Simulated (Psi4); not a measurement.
# BHLYP/def2-SVP (core potential) run of SnH3Cl (SMILES [Cl][SnH3])

Aim: the energy change on altering one bond length of SnH3Cl at BHLYP/def2-SVP (core potential), from 2 runs. 

Program for the calculation: Psi4 1.11.

1 further run of the same task is left out (it didn't finish).

### Step 1. The structure to begin with

SnH3Cl: 5 atoms, total charge 0, spin state singlet. As SMILES, `[Cl][SnH3]`. Geometry: relaxed at PBE0-D4/def2-TZVP.

Bond lengths: Cl1–Sn2 2.334 Å, Sn2–H3 1.700 Å, Sn2–H4 1.700 Å, Sn2–H5 1.700 Å. Angles: Cl1–Sn2–H3 106.1°, Cl1–Sn2–H4 106.1°, Cl1–Sn2–H5 106.1°, H3–Sn2–H4 112.7°, H3–Sn2–H5 112.7°, H4–Sn2–H5 112.7°.

### Step 2. Energy and gradient at BHLYP/def2-SVP (core potential)

File clh3sn.json:

```json
{
 "schema_name": "qcschema_input",
 "schema_version": 1,
 "molecule": {
  "schema_name": "qcschema_molecule",
  "schema_version": 2,
  "symbols": ["Cl", "Sn", "H", "H", "H"],
  "geometry": [-3.47596223, 0.62814496, 1.94622894, 0.31917474, -0.08409281, -0.1842483, -0.227712, 0.68578161, -3.25486428, 0.98775985, -3.201574, 0.20994857, 2.49103698, 1.83284537, 1.20451143],
  "molecular_charge": 0,
  "molecular_multiplicity": 1,
  "fix_symmetry": "c1",
  "fix_com": true,
  "fix_orientation": true
 },
 "driver": "gradient",
 "model": {
  "method": "bhhlyp",
  "basis": "def2-SVP"
 },
 "keywords": {
  "puream": true,
  "e_convergence": 1e-09,
  "d_convergence": 1e-08,
  "scf_type": "pk",
  "dft_radial_points": 99,
  "dft_spherical_points": 590
 }
}
```

Started as:

```
$ psi4 --qcschema clh3sn.json -n 1 --memory 1600MB
```

stdout:

```text
[...]
    !!!  WARNING: ECP capability is in beta. Please check occupations closely.  !!!
[...]
  Running in c1 symmetry.
[...]
  Nuclear repulsion =  114.226497034569746
[...]
  Multiplicity = 1
[...]
  Nalpha       = 21
  Nbeta        = 21
[...]
    Number of basis functions: 59
[...]
   @RKS iter   1:  -676.06452175523521   -1.49937e+00   4.02539e-03 ADIIS/DIIS
[...]
   @RKS iter   9:  -676.09251701351366   -2.25100e-11   8.50018e-09 DIIS
[...]
    Orbital Energies [Eh]
    ---------------------
    Doubly Occupied:
       1A   -102.738319     2A     -9.852323     3A     -7.508529
       4A     -7.503390     5A     -7.503390     6A     -5.427830
       7A     -3.714511     8A     -3.709633     9A     -3.709633
      10A     -1.181771    11A     -1.176174    12A     -1.176173
      13A     -1.170886    14A     -1.170886    15A     -0.894075
      16A     -0.597968    17A     -0.413154    18A     -0.413147
      19A     -0.406609    20A     -0.353807    21A     -0.353805
[...]
  @RKS Final Energy:  -676.09251701351366
   => Energetics <=
    Nuclear Repulsion Energy =            114.2264970345697463
    One-Electron Energy =               -1241.2575665310066597
    Two-Electron Energy =                 475.4498813416636267
    DFT Exchange-Correlation Energy =     -24.5113288587403702
    Empirical Dispersion Energy =           0.0000000000000000
    VV10 Nonlocal Energy =                  0.0000000000000000
    Total Energy =                       -676.0925170135136568
[...]
 Multipole Moments:
 ------------------------------------------------------------------------------------
     Multipole            Electronic (a.u.)      Nuclear  (a.u.)        Total (a.u.)
 ------------------------------------------------------------------------------------
 L = 1.  Multiply by 2.5417464519 to convert [e a0] to [Debye]
 Dipole X            :         49.6860647          -48.8184288            0.8676359
 Dipole Y            :         -8.3082355            8.1454755           -0.1627600
 Dipole Z            :        -27.6790594           27.1920251           -0.4870343
 Magnitude           :                                                    1.0082090
[...]
  -Total Gradient:
     Atom            X                  Y                   Z
    ------   -----------------  -----------------  -----------------
       1        0.006761752040    -0.001270044161    -0.003796607115
       2       -0.005268511172     0.001007033450     0.002959793169
       3       -0.000611174115     0.000171530626     0.000053249615
       4       -0.000504606253    -0.000175743662     0.000351568157
       5       -0.000379940888     0.000267466133     0.000433394008
[...]
```

The result, in JSON:

```text
{
 "driver": "gradient",
 "model": {
  "method": "bhhlyp",
  "basis": "def2-SVP"
 },
 "success": true,
 "return_result": [0.006761752040465557, -0.001270044161498089, -0.003796607115332404, -0.005268511171691272, 0.0010070334501984402, 0.002959793168945927, -0.0006111741153095006, 0.00017153062584323447, 5.3249614541214796e-05, -0.0005046062534584585, -0.00017574366209442693, 0.0003515681567673231, -0.00037994088812397936, 0.00026746613312193107, 0.00043339400836295283],
 "properties": {
  "calcinfo_nbasis": 59,
  "calcinfo_nmo": 59,
  "calcinfo_nalpha": 21,
  "calcinfo_nbeta": 21,
  "calcinfo_natom": 5,
  "nuclear_repulsion_energy": 114.22649703456975,
  "return_energy": -676.0925170135137,
  "return_gradient": [0.006761752040465557, -0.001270044161498089, -0.003796607115332404, -0.005268511171691272, 0.0010070334501984402, 0.002959793168945927, -0.0006111741153095006, 0.00017153062584323447, 5.3249614541214796e-05, -0.0005046062534584585, -0.00017574366209442693, 0.0003515681567673231, -0.00037994088812397936, 0.00026746613312193107, 0.00043339400836295283],
  "scf_one_electron_energy": -1241.2575665310067,
  "scf_two_electron_energy": 475.4498813416636,
  "scf_xc_energy": -24.51132885874037,
  "scf_dipole_moment": [0.8676359288820663, -0.16276001575116794, -0.4870343165411377],
  "scf_total_energy": -676.0925170135137,
  "scf_total_gradient": [0.006761752040465557, -0.001270044161498089, -0.003796607115332404, -0.005268511171691272, 0.0010070334501984402, 0.002959793168945927, -0.0006111741153095006, 0.00017153062584323447, 5.3249614541214796e-05, -0.0005046062534584585, -0.00017574366209442693, 0.0003515681567673231, -0.00037994088812397936, 0.00026746613312193107, 0.00043339400836295283],
  "scf_iterations": 9
 }
}
```

Run time: 12 s. Hardware: 1 thread of AMD EPYC 7R43 (Zen 3), shared host; peak memory 0.64 GiB.

### Step 3. The distorted shape

File input.inp:

```
memory 1.6 GB

molecule {
  Cl    -2.011801     0.180235     0.919661
  Sn    -0.003501    -0.196665    -0.207739
  H     -0.292901     0.210735    -1.832639
  H      0.350299    -1.846365     0.000861
  H      1.318200     0.969900     0.637400
  symmetry c1
}

set globals {
  basis def2-SVP
  puream true
  e_convergence 1e-09
  d_convergence 1e-08
  scf_type pk
  dft_radial_points 99
  dft_spherical_points 590
}

e, wfn = gradient("bhhlyp", return_wfn=True)
oeprop(wfn, "WIBERG_LOWDIN_INDICES", "MULLIKEN_CHARGES", "QUADRUPOLE")
```

Started as:

```
$ psi4 -n 1 input.inp input.out
```

input.out, cut to the lines that bear on the results:

```text
[...]
  Running in c1 symmetry.
[...]
  Nuclear repulsion =  113.154314776165151
[...]
  Multiplicity = 1
[...]
  Nalpha       = 21
  Nbeta        = 21
[...]
    Number of basis functions: 59
[...]
   @RKS iter   1:  -676.05128806160985   -1.53503e+00   4.05444e-03 ADIIS/DIIS
[...]
   @RKS iter   9:  -676.07957457398231   -2.79670e-11   9.14452e-09 DIIS
[...]
  @RKS Final Energy:  -676.07957457398231
   => Energetics <=
    Nuclear Repulsion Energy =            113.1543147761651511
    One-Electron Energy =               -1238.9974066557492733
    Two-Electron Energy =                 474.2515863030914716
    DFT Exchange-Correlation Energy =     -24.4880689974896271
    Empirical Dispersion Energy =           0.0000000000000000
    VV10 Nonlocal Energy =                  0.0000000000000000
    Total Energy =                       -676.0795745739823133
[...]
  -Total Gradient:
     Atom            X                  Y                   Z
    ------   -----------------  -----------------  -----------------
       1        0.005619505337    -0.001307736550    -0.003438232933
       2       -0.032740257880    -0.024712496836    -0.016258614512
       3       -0.001404841946    -0.000936532615    -0.000167596421
       4       -0.001517345861    -0.000582989213    -0.000493491966
       5        0.030041680704     0.027541524731     0.020360367202
[...]
 Multipole Moments:
 ------------------------------------------------------------------------------------
     Multipole            Electronic (a.u.)      Nuclear  (a.u.)        Total (a.u.)
 ------------------------------------------------------------------------------------
 L = 1.  Multiply by 2.5417464519 to convert [e a0] to [Debye]
 Dipole X            :         28.0257448          -27.2988496            0.7268953
 Dipole Y            :         -5.6471938            5.3782499           -0.2689440
 Dipole Z            :        -16.1677996           15.6110083           -0.5567913
 Magnitude           :                                                    0.9543187
 L = 2.  Multiply by 1.3450342976 to convert [e a0^2] to [Debye ang]
 Quadrupole XX       :       -209.3646915          178.3571176          -31.0075739
 Quadrupole XY       :         28.7172431          -28.8132402           -0.0959971
[...]
  Mulliken Charges: (a.u.)
   Center  Symbol    Alpha    Beta     Spin     Total
[...]
```

It took 10 s on 1 thread of AMD EPYC 7R43 (Zen 3), shared host; peak memory 0.64 GiB.

### Step 4. Outcome

Level: BHLYP/def2-SVP (core potential).

| quantity | value |
| --- | --- |
| first shape: total energy | -676.09252 Eh |
| first shape: dipole moment | 2.56 D |
| first shape: HOMO energy | -9.63 eV |
| first shape: LUMO energy | 0.25 eV |
| first shape: HOMO–LUMO gap | 9.88 eV |
| first shape: largest force on an atom | 0.404 eV/Å |
| distorted shape: total energy | -676.07957 Eh |
| distorted shape: dipole moment | 2.43 D |
| distorted shape: HOMO energy | -9.52 eV |
| distorted shape: LUMO energy | 0.15 eV |
| distorted shape: HOMO–LUMO gap | 9.67 eV |
| distorted shape: largest force on an atom | 2.343 eV/Å |
| energy change with the Sn2–H5 bond stretched from 1.700 to 1.955 Å | 0.352 eV |

What this shows: With the Sn2–H5 bond stretched from 1.700 to 1.955 Å the energy rises by 0.35 eV (8.1 kcal/mol). The first shape isn't relaxed at this level, so the change isn't measured from a minimum. The largest force (first shape) is 0.40 eV/Å: the shape isn't a stationary point for this species at this level.
